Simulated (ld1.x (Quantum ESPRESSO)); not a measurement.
# Potentials for Ga that differ in a few settings, part 2 of 2

One potential is built and tested. Then a few of its settings are changed, to learn what that costs or gains.

ld1.x (Quantum ESPRESSO) 7.5; first potential PW91, scalar-relativistic. Step numbers count through all parts.

## (6) Now with functional Wu–Cohen; waves 4p (bound): rc 1.58 bohr; 4d channel at 0.15 Ry: rc 1.58 bohr …

In full, the change is: functional Wu–Cohen; waves 4p (bound): rc 1.58 bohr; 4d channel at 0.15 Ry: rc 1.58 bohr; 4s (bound): rc 1.38 bohr.

Input file Ga.in:

```
 &input
   title='Ga', zed=31., rel=1, dft='WC', iswitch=3,
   config='[Ar] 3d10 4s2 4p1 4d-2',
   nld=3, rlderiv=1.75, eminld=-3.0, emaxld=5.0, deld=0.02
 /
 &inputp
   pseudotype=2, tm=.true., lloc=0,
   nlcc=.true., rcore=1.30,
   file_pseudopw='Ga.UPF', file_wfcaegen='ae.wfc', file_wfcncgen='nc.wfc', file_beta='beta', file_chi='chi'
 /
3
4P  2  1   1.00   0.00  1.58  1.58  0.0
4D  3  2  -2.00   0.15  1.58  1.58  0.0
4S  1  0   2.00   0.00  1.38  1.38  0.0
 &test
   configts(1)='4s2 4p1'
 /
```

Command:

```console
$ ld1.x < Ga.in > Ga.out
```

Output in Ga.out (without the banner and most projector matrices):

```text
     Program LD1 v.7.5
     --------------------------- All-electron run ----------------------------

     Ga
     scalar relativistic calculation

     atomic number is 31.00
     dft =WC   lsd =0 sic =0 latt =0  beta=0.20 tr2=1.0E-14
     Exchange-correlation= WC
                           (   1   4  11   4   0   0   0)
     mesh =1205 r(mesh) = 101.09016 a.u. xmin = -7.00 dx = 0.01250
     1 Ry =  13.60569312 eV, c = 137.03599908

     n l     nl                  e(Ry)          e(Ha)          e(eV)
     1 0     1S 1( 2.00)      -751.7011      -375.8505    -10227.4140
     2 0     2S 1( 2.00)       -92.7435       -46.3718     -1261.8402
     2 1     2P 1( 6.00)       -80.7670       -40.3835     -1098.8908
     3 0     3S 1( 2.00)       -10.8667        -5.4334      -147.8494
     3 1     3P 1( 6.00)        -7.2571        -3.6286       -98.7379
     3 2     3D 1(10.00)        -1.4077        -0.7039       -19.1528
     4 0     4S 1( 2.00)        -0.6606        -0.3303        -8.9882
     4 1     4P 1( 1.00)        -0.1879        -0.0939        -2.5564

     final scf error:  6.3E-15 reached in  32 iterations

     Etot =   -3886.929707 Ry,   -1943.464854 Ha,  -52884.372790 eV

     Ekin =    3952.967212 Ry,    1976.483606 Ha,   53782.858817 eV
     Encl =   -9368.450515 Ry,   -4684.225258 Ha, -127464.262746 eV
     Eh   =    1678.533905 Ry,     839.266952 Ha,   22837.617204 eV
     Exc  =    -149.980309 Ry,     -74.990155 Ha,   -2040.586064 eV

     normalization and overlap integrals

     s(1S/1S) =  1.000000  <r> =   0.0486  <r2> =    0.0032  r(max) =   0.0319
     s(2S/2S) =  1.000000  <r> =   0.2179  <r2> =    0.0560  r(max) =   0.1833
     s(2P/2P) =  1.000000  <r> =   0.1907  <r2> =    0.0446  r(max) =   0.1464
     s(3S/3S) =  1.000000  <r> =   0.6521  <r2> =    0.4912  r(max) =   0.5647
     s(3P/3P) =  1.000000  <r> =   0.6793  <r2> =    0.5446  r(max) =   0.5647
     s(3D/3D) =  1.000000  <r> =   0.8110  <r2> =    0.8643  r(max) =   0.5305
     s(4S/4S) =  1.000000  <r> =   2.3337  <r2> =    6.3344  r(max) =   1.8984
     s(4P/4P) =  1.000000  <r> =   3.3732  <r2> =   13.7921  r(max) =   2.5307

     ------------------------ End of All-electron run ------------------------

     --------------------- Generating NC pseudopotential ---------------------

      Generating local pot.: lloc=0, matching radius rcloc =   1.3800

      Computing core charge for nlcc:

       r > 1.30 : true rho core
       r < 1.30 : rho core = a sin(br)/r    a=   6.42  b=   2.02

      Integrated core pseudo-charge :   5.87

      Wfc   4P  rcut= 1.594  Using Troullier-Martins method

      Wfc   4D  rcut= 1.594  Using Troullier-Martins method

     ------------------- End of pseudopotential generation -------------------

     [... the all-electron block is printed once more ...]


     Computing logarithmic derivative in   1.75029
     Computing logarithmic derivative in   1.75029
     Computing the partial wave expansion
       no projector for channel:   0
     R is outside the sphere for l=    1 j= 0.00
     R is outside the sphere for l=    2 j= 0.00

     ---------------------- Testing the pseudopotential ----------------------

     Ga
     scalar relativistic calculation

     atomic number is 31.00   valence charge is  3.00
     dft =WC   lsd =0 sic =0 latt =0  beta=0.20 tr2=1.0E-14
     mesh =1205 r(mesh) = 101.09016 xmin = -7.00 dx = 0.01250

     n l     nl             e AE (Ry)        e PS (Ry)    De AE-PS (Ry)
     1 0     4S   1( 2.00)       -0.66062       -0.66062       -0.00000
     2 1     4P   1( 1.00)       -0.18789       -0.18788       -0.00000

     eps = 7.2E-15  iter =  9

     Etot =   -3886.929707 Ry,   -1943.464854 Ha,  -52884.372790 eV
     Etotps =   -11.288576 Ry,      -5.644288 Ha,    -153.588903 eV

     Ekin =       1.497417 Ry,       0.748709 Ha,      20.373403 eV
     Encl =      -7.131322 Ry,      -3.565661 Ha,     -97.026573 eV
     Ehrt =       3.075698 Ry,       1.537849 Ha,      41.847002 eV
     Ecxc =      -8.715938 Ry,      -4.357969 Ha,    -118.586378 eV
     (Ecc =      -6.966697 Ry,      -3.483349 Ha,     -94.786747 eV)
     Epseu=      -0.014432 Ry,      -0.007216 Ha,      -0.196357 eV

     ---------------------- End of pseudopotential test ----------------------
```

It took 1.4 s on 1 thread, shared host. (Generation and the later configuration tests together.)

The test run was repeated on this file; only its results are given.

Input file Ga.test.in:

```
 &input
   title='Ga', zed=31., rel=1, dft='WC', iswitch=2,
   config='[Ar] 3d10 4s2 4p1 4d-2'
 /
 &test
   file_pseudo='Ga.UPF', nconf=8,
   configts(1)='4s2 4p1',
   configts(2)='4s2 4p0',
   configts(3)='4s1 4p0',
   configts(4)='4s2 4p0.5',
   configts(5)='4s1 4p1',
   configts(6)='4s2 4p1.3',
   configts(7)='4s0 4p3',
   configts(8)='4s1 4p2'
 /
```

The tests as a table, with energies relative to 4s2 4p1.

| valence configuration | charge | ΔE all-electron (eV) | error AE − PS (meV) |
| --- | --- | --- | --- |
| 4s2 4p0 | +1 | 5.680 | -12 |
| 4s1 4p0 | +2 | 26.862 | -195 |
| 4s2 4p0.5 | +0.5 | 2.024 | -1.9 |
| 4s1 4p1 | +1 | 13.126 | -54 |
| 4s2 4p1.3 | -0.3 | -0.525 | -0.1 |
| 4s0 4p3 | 0 | 13.448 | -81 |
| 4s1 4p2 | 0 | 6.585 | -20 |

With this change the loose cutoff goes from 15 Ry to 40 Ry, the largest error in the tests that it solved is -195 meV (4s1 4p0) and a bound ghost stands, in more channels than before (p, d).

## (7) Changed: type ultrasoft; functional Wu–Cohen; waves now 4s (bound): rcut 1.55, rcutus 1.80 bohr …

In full, the change is: type ultrasoft; functional Wu–Cohen; waves now 4s (bound): rcut 1.55, rcutus 1.80 bohr; 4s channel at 0.65 Ry: rcut 1.55, rcutus 1.80 bohr; 4p (bound): rcut 1.80, rcutus 2.05 bohr; 4p channel at 0.25 Ry: rcut 1.80, rcutus 2.05 bohr; 4d channel at 0.15 Ry: rcut 1.80, rcutus 2.05 bohr; 4d channel at 2.65 Ry: rcut 1.80, rcutus 2.05 bohr; local potential all-electron potential smoothed inside 1.60 bohr (lloc = -1); augmentation built from norm-conserving waves at rcut, not smoothed further.

Input file Ga.in:

```
 &input
   title='Ga', zed=31., rel=1, dft='WC', iswitch=3,
   config='[Ar] 3d10 4s2 4p1 4d-2',
   nld=3, rlderiv=2.25, eminld=-3.0, emaxld=5.0, deld=0.02
 /
 &inputp
   pseudotype=3, tm=.true., lloc=-1, rcloc=1.60,
   nlcc=.true., rcore=1.30,
   file_pseudopw='Ga.UPF', file_wfcaegen='ae.wfc', file_wfcncgen='nc.wfc', file_beta='beta', file_chi='chi', file_wfcusgen='us.wfc'
 /
6
4S  1  0   2.00   0.00  1.55  1.80  0.0
4S  1  0   0.00   0.65  1.55  1.80  0.0
4P  2  1   1.00   0.00  1.80  2.05  0.0
4P  2  1   0.00   0.25  1.80  2.05  0.0
4D  3  2  -2.00   0.15  1.80  2.05  0.0
4D  3  2  -2.00   2.65  1.80  2.05  0.0
 &test
   configts(1)='4s2 4p1'
 /
```

Command:

```console
$ ld1.x < Ga.in > Ga.out
```

Output in Ga.out (without the banner and most projector matrices):

```text
     Program LD1 v.7.5
     [... all-electron run as in step 6 ...]


     --------------------- Generating US pseudopotential ---------------------

      Generating local potential from pseudized AE potential:
      Matching radius rcloc =   1.6000

      Local pseudo, rcloc= 1.594 Estimated cut-off energy=     9.67 Ry

      Computing core charge for nlcc:

       r > 1.30 : true rho core
       r < 1.30 : rho core = a sin(br)/r    a=   6.42  b=   2.02

      Integrated core pseudo-charge :   5.87

      Wfc   4S  rcut= 1.554  Using Troullier-Martins method
      Wfc-us  4S rcutus= 1.806  Estimated cut-off energy=    13.42 Ry

      Wfc   4S  rcut= 1.554  Using Troullier-Martins method
      Wfc-us  4S rcutus= 1.806  Estimated cut-off energy=    15.51 Ry

      Wfc   4P  rcut= 1.806  Using Troullier-Martins method
      Wfc-us  4P rcutus= 2.046  Estimated cut-off energy=    17.33 Ry

      Wfc   4P  rcut= 1.806  Using Troullier-Martins method
      Wfc-us  4P rcutus= 2.046  Estimated cut-off energy=    17.94 Ry

      Wfc   4D  rcut= 1.806  Using Troullier-Martins method
      Wfc-us  4D rcutus= 2.046  Estimated cut-off energy=    23.86 Ry

      Wfc   4D  rcut= 1.806  Using Troullier-Martins method
      Wfc-us  4D rcutus= 2.046  Estimated cut-off energy=    27.12 Ry

     ------------------- End of pseudopotential generation -------------------

     [... all-electron run as in step 6 ...]


     Computing logarithmic derivative in   2.24742
     Computing logarithmic derivative in   2.24742
     Computing the partial wave expansion
     R is outside the sphere for l=    0 j= 0.00
     R is outside the sphere for l=    0 j= 0.00
     R is outside the sphere for l=    1 j= 0.00
     R is outside the sphere for l=    1 j= 0.00
     R is outside the sphere for l=    2 j= 0.00
     R is outside the sphere for l=    2 j= 0.00

     ---------------------- Testing the pseudopotential ----------------------

     Ga
     scalar relativistic calculation

     atomic number is 31.00   valence charge is  3.00
     dft =WC   lsd =0 sic =0 latt =0  beta=0.20 tr2=1.0E-14
     mesh =1205 r(mesh) = 101.09016 xmin = -7.00 dx = 0.01250

     n l     nl             e AE (Ry)        e PS (Ry)    De AE-PS (Ry)
     1 0     4S   1( 2.00)       -0.66062       -0.66062        0.00000
     2 1     4P   1( 1.00)       -0.18789       -0.18789        0.00000

     eps = 2.8E-16  iter =  3

     Etot =   -3886.929707 Ry,   -1943.464854 Ha,  -52884.372790 eV
     Etotps =   -11.287399 Ry,      -5.643699 Ha,    -153.572880 eV

     Ekin =       1.418226 Ry,       0.709113 Ha,      19.295945 eV
     Encl =      -8.364802 Ry,      -4.182401 Ha,    -113.808923 eV
     Ehrt =       3.074722 Ry,       1.537361 Ha,      41.833720 eV
     Ecxc =      -8.709552 Ry,      -4.354776 Ha,    -118.499496 eV
     (Ecc =      -6.966697 Ry,      -3.483349 Ha,     -94.786747 eV)
     Epseu=       1.294008 Ry,       0.647004 Ha,      17.605873 eV

     ---------------------- End of pseudopotential test ----------------------
```

Wall time 1.6 s (1 thread, shared host). This counts the later configuration tests of the new file too.

The new file went through the configuration test as well (its log is not shown).

Ga.test.in is that of step 6.

Excitation and ionisation energies from 4s2 4p1, with the error of the potential.

```tsv
valence configuration	charge	ΔE all-electron (eV)	error AE − PS (meV)
4s2 4p0	+1	5.680	-13
4s1 4p0	+2	26.862	-203
4s2 4p0.5	+0.5	2.024	-2.0
4s1 4p1	+1	13.126	-55
4s2 4p1.3	-0.3	-0.525	-0.1
4s0 4p3	0	13.448	-77
4s1 4p2	0	6.585	-20
```

Against the first potential, the loose cutoff goes from 15 Ry to 8 Ry, the largest error in the tests that it solved is -203 meV (4s1 4p0), a bound ghost remains (d) and the phase difference near zero goes from 0.03 to 0.34 rad.

## (8) All runs side by side

This closing draws on all 2 parts.

Cutoffs, loose and tight: the cutoffs (Ry, on a coarse ladder) from which the occupation-weighted sum of valence levels, in a spherical-Bessel basis at the reference potential, stays within 10 and 1 mRy of its value at 400 Ry; empty and scattering waves don't count. The number of plane waves in a given cell goes as the cutoff to the power 3/2; it is given for the loose cutoff, relative to the first potential. Test errors are all-electron less pseudo; runs with another core, reference, functional or relativity have tests of their own. The phase difference is the largest within 1 Ry of zero, over the channels with partial waves. A dash means not determined.

```tsv
change	outcome	cutoff, loose	cutoff, tight	plane waves, relative	bound ghosts	largest test error (meV)	phase difference near zero (rad)	lowest overlap eigenvalue (Bessel basis)
first potential	generated	15 Ry	35 Ry	1.00	d	-185	0.032	–
functional Wu–Cohen; waves 4p (bound): rc 1.58 bohr; 4d channel at 0.15 Ry: rc 1.58 bohr; 4s (bound): rc 1.38 bohr	generated	40 Ry	90 Ry	4.35	p, d	-195	0.032	–
type ultrasoft; functional Wu–Cohen; waves now 4s (bound): rcut 1.55, rcutus 1.80 bohr; 4s channel at 0.65 Ry: rcut 1.55, rcutus 1.80 bohr; 4p (bound): rcut 1.80, rcutus 2.05 bohr; 4p channel at 0.25 Ry: rcut 1.80, rcutus 2.05 bohr; 4d channel at 0.15 Ry: rcut 1.80, rcutus 2.05 bohr; 4d channel at 2.65 Ry: rcut 1.80, rcutus 2.05 bohr; local potential all-electron potential smoothed inside 1.60 bohr (lloc = -1); augmentation built from norm-conserving waves at rcut, not smoothed further	generated	8 Ry	12 Ry	0.39	d	-203	0.343	0.281
```

In words: The softest is the variant "type ultrasoft; functional Wu–Cohen; waves now 4s (bound): rcut 1.55, rcutus …", at 8 Ry, though it has a bound ghost; the highest cutoff read, 40 Ry, costs 11.2 times the plane waves. 3 of the 3 potentials written have a bound ghost.

The first potential by itself. It has a bound ghost (d), a state that the atom doesn't have, and that rules the file out. The worst unpolarised test, 4s1 4p0, is off by 185 meV on 27.0 eV; by total energies transferability rates as poor. It counts as soft on the atom at that tolerance, with 15 Ry needed at the looser tolerance. The slowest occupied level is 4s: taken alone it needs 35 Ry to come within 1 mRy, against 15 Ry for 4p.
